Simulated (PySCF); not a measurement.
# InN⁺ (quartet): basis, grid and Hamiltonian

Aim: see how much the energy and properties of InN⁺ (quartet) depend on the numerical set-up.

Method: method and basis as typed in the scripts; program: PySCF 2.14.0.

3 further runs of the same task are left out: 3 that didn't finish.

**1. Where the work starts**

InN⁺ (quartet): 2 atoms, charge 1, spin multiplicity 4.

Bond lengths: In1–N2 2.252 Å.

**2. The run that the others are compared with**

Contents of input.py:

```python
from pyscf import gto, scf, mp

mol = gto.M(
    atom='In 0 0 0; N 0 0 2.252',
    basis='lanl2dz',
    ecp={'In': 'lanl2dz'},
    charge=1,
    spin=3,
    symmetry=True,
    verbose=4,
)
mf = scf.UHF(mol)
mf.kernel()
mp.MP2(mf, frozen=1).kernel()
mf.dip_moment()
print('orbital energies (hartree):', [e[max(0, n-3):n+3].round(4) for e, n in zip(mf.mo_energy, mol.nelec)])
```

The run is started by

```bash
$ OMP_NUM_THREADS=1 python input.py
```

The log of this run is left out.

In short: E(SCF) = -55.961635 Eh, 13 cycles, E(MP2) − E(SCF) = -0.04647 Eh, ⟨S²⟩ = 3.780.

The bond length is a typed value, not an optimised one. The dipole of an ion depends on the origin. The quartet is typed in the script; nothing here shows that it is the ground state.

**3. Crenbl**

Edit 1 changes basis set: lanl2dz → crenbl; frozen orbitals: 1 → none. The core potential changes with it: totals don't compare.

Contents of input.py:

```python
from pyscf import gto, scf, mp

mol = gto.M(
    atom='In 0 0 0; N 0 0 2.252',
    basis='crenbl',
    ecp={'In': 'crenbl', 'N': 'crenbl'},
    charge=1,
    spin=3,
    symmetry=True,
    verbose=4,
)
mf = scf.UHF(mol)
mf.kernel()
mp.MP2(mf).kernel()
mf.dip_moment()
print('orbital energies (hartree):', [e[max(0, n-3):n+3].round(4) for e, n in zip(mf.mo_energy, mol.nelec)])
```

The run is started by

```bash
$ OMP_NUM_THREADS=1 python input.py
```

**4. Cartesian functions on**

Edit 2 changes Cartesian functions: off → on.

input.py, as its differences from that of step 2:

```diff
@@ -9,2 +9,3 @@
     symmetry=True,
+    cart=True,
     verbose=4,
```

**5. Def2-svpd**

Edit 3 changes basis set: lanl2dz → def2-svpd; frozen orbitals: 1 → 5. The core potential changes with it: totals don't compare.

input.py, as its differences from that of step 2:

```diff
@@ -4,4 +4,4 @@
     atom='In 0 0 0; N 0 0 2.252',
-    basis='lanl2dz',
-    ecp={'In': 'lanl2dz'},
+    basis='def2-svpd',
+    ecp={'In': 'def2-svpd'},
     charge=1,
@@ -13,3 +13,3 @@
 mf.kernel()
-mp.MP2(mf, frozen=1).kernel()
+mp.MP2(mf, frozen=5).kernel()
 mf.dip_moment()
```

**6. X2c-svpall (core potential off, X2C on)**

Edit 4 changes basis set: lanl2dz → x2c-svpall; core potential: on → off; spin-free X2C: off → on; frozen orbitals: 1 → 19. The core potential changes with it: totals don't compare.

input.py, as its differences from that of step 2:

```diff
@@ -4,4 +4,3 @@
     atom='In 0 0 0; N 0 0 2.252',
-    basis='lanl2dz',
-    ecp={'In': 'lanl2dz'},
+    basis='x2c-svpall',
     charge=1,
@@ -12,4 +11,5 @@
 mf = scf.UHF(mol)
+mf = mf.sfx2c1e()
 mf.kernel()
-mp.MP2(mf, frozen=1).kernel()
+mp.MP2(mf, frozen=19).kernel()
 mf.dip_moment()
```

Before running it: what results should come out? Wanted: for each run, E(SCF); from base; gap, α spin; after the SCF.

The runs gave:

```
                                    run  E(SCF) (hartree)  from base (eV)  cycles  gap, α spin (eV)  functions                           after the SCF
                                   base        -55.961635               0      13             11.20         17  MP2 correlation -1.265 eV, core frozen
                                 crenbl        -66.054975  not comparable      13             11.37         48               MP2 correlation -6.359 eV
                 Cartesian functions on        -55.961635          0.0000      13             11.20         17  MP2 correlation -1.265 eV, core frozen
                              def2-svpd       -243.327045  not comparable      14             11.50         52  MP2 correlation -3.526 eV, core frozen
x2c-svpall (core potential off, X2C on)      -5931.874018  not comparable      12             11.61         50  MP2 correlation -3.228 eV, core frozen
```

What this shows: With Cartesian functions on the SCF ends at the base energy. The basis has no d shells, so the Cartesian switch can't act.
